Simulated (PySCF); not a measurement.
# GeH7NOSi: the cost of one run

The runs use PySCF 2.14.0, with density-fitted response routines of our own; the level of theory stands in each step. All values are computed, except where a source is named. Atoms are numbered from 0 throughout.

## 1. The molecule as given

11 atoms, charge 0, multiplicity 1; geometry from: GFN2-xTB. The atoms were then displaced at random by about 0.01 Å, so the start is not that level's minimum.

Bonds of the start (Å): N0–Si1 1.70, Si1–O2 1.62, O2–Ge3 1.77, N0–H4 1.02, N0–H5 1.03, Si1–H6 1.46, Si1–H7 1.45, Ge3–H8 1.48, Ge3–H9 1.48, Ge3–H10 1.50.

## 2. Relaxing the molecule at PBE0-D3(BJ)/def2-SVP

What the job is given:

```
{"job": {"xc": "PBE0", "basis": "def2-SVP", "d3": "d3bj", "grid": 1, "shake": 0.01, "kind": "geom"}, "charge": 0, "multiplicity": 1}
N     -1.692000     0.298190    -0.691430
Si    -1.001950    -0.646780     0.535910
O      0.568970    -0.278570     0.609500
Ge     1.979410     0.265840    -0.302220
H     -1.425090     1.279070    -0.793370
H     -2.708170     0.253500    -0.852360
H     -1.408300    -0.395880     1.919410
H     -1.148550    -2.020820     0.095290
H      1.877970    -0.316930    -1.657240
H      3.121180    -0.225610     0.495250
H      1.874640     1.762160    -0.334480
```

The run is started by

```sh
$ OMP_NUM_THREADS=1 python probes_run.py task.json out
```

This one command runs all jobs of the session in turn.

Q: Estimate the wall time and peak memory of this first job on 1 thread of Intel Xeon Platinum 8259CL at 2.50GHz, shared host.

About 1.9 min, with a peak of 0.49 GiB.
